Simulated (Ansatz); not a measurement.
# BClF2: the cost of one run

Program: Ansatz 0.2.0, Gaussian basis. Level of theory: PBE0-D4/def2-TZVP structures, single points in def2-TZVPP, no counterpoise correction. These are calculated values, not measurements.

Levels: SPW92, PBE-D4, BLYP-D4, r2SCAN-D4, B97M-V, PBE0-D4, B3LYP-D4, r2SCAN0-D4, BHLYP-D4, CAM-B3LYP-D4, wB97X-V, wB97M-V, B2PLYP, PBE-QIDH, RPA on PBE, Hartree-Fock, MP2, CCSD, CCSD(T).

Correlated methods freeze the cores. B3LYP uses VWN-RPA correlation. B2PLYP carries no dispersion term here.

94 further runs of the same task are left out: 94 set aside as unsound or not needed. Runs told in other sessions of the task aren't counted.

**1. Where the work starts**

The complex: 8 atoms, charge 0, spin multiplicity 1.

Atoms are counted from 1 here; the program's logs count them from 0.

Bond lengths: B1–Cl2 1.848 Å, B1–F3 1.363 Å, B1–F4 1.363 Å, B1–N6 1.648 Å, H5–N6 1.016 Å, N6–H7 1.017 Å, N6–H8 1.016 Å. Angles: Cl2–B1–F3 113.4°, Cl2–B1–F4 113.4°, Cl2–B1–N6 104.3°, F3–B1–F4 114.5°, F3–B1–N6 104.9°, F4–B1–N6 104.9°, B1–N6–H5 109.9°, B1–N6–H7 110.1°, B1–N6–H8 109.9°, H5–N6–H7 109.2°, H5–N6–H8 108.6°, H7–N6–H8 109.2°.

Coordinates:

```xyz
8
charge 0, multiplicity 1
B    -0.17904    0.47143   -0.63586
Cl    1.27041    0.10449   -1.72175
F    -1.36263    0.02603   -1.14363
F    -0.20642    1.75730   -0.18543
H     0.12419   -1.42668    0.45554
N     0.07717   -0.44464    0.71025
H    -0.67980   -0.30750    1.37581
H     0.95622   -0.18052    1.14507
```

Its parts: BClF₂ holds atoms 1, 2, 3, 4; NH₃ holds atoms 5, 6, 7, 8. Each part counts its atoms afresh in its own runs.

**2. Relaxing BClF₂ alone**

The input, relax-a/in.yaml:

```yaml
crystal:
  periodic: [false, false, false]
  atoms:
    - {symbol: B, position_ang: [-0.179041, 0.471428, -0.635863]}
    - {symbol: Cl, position_ang: [1.270410, 0.104490, -1.721749]}
    - {symbol: F, position_ang: [-1.362628, 0.026030, -1.143630]}
    - {symbol: F, position_ang: [-0.206425, 1.757297, -0.185434]}
basis:
  gaussian: {orbitals: def2-TZVP}
hamiltonian: {xc: pbe0, dispersion: d4}
relax: {f_tol: 0.005, max_steps: 200}
```

Started as:

```bash
> ansatz run in.yaml --threads 4 --pin off --events-out ev --progress --plain --max-ram 9574MiB
```

**Question.** How long does this run take on 4 threads of Arm Neoverse V2, shared host?

About 6 s.
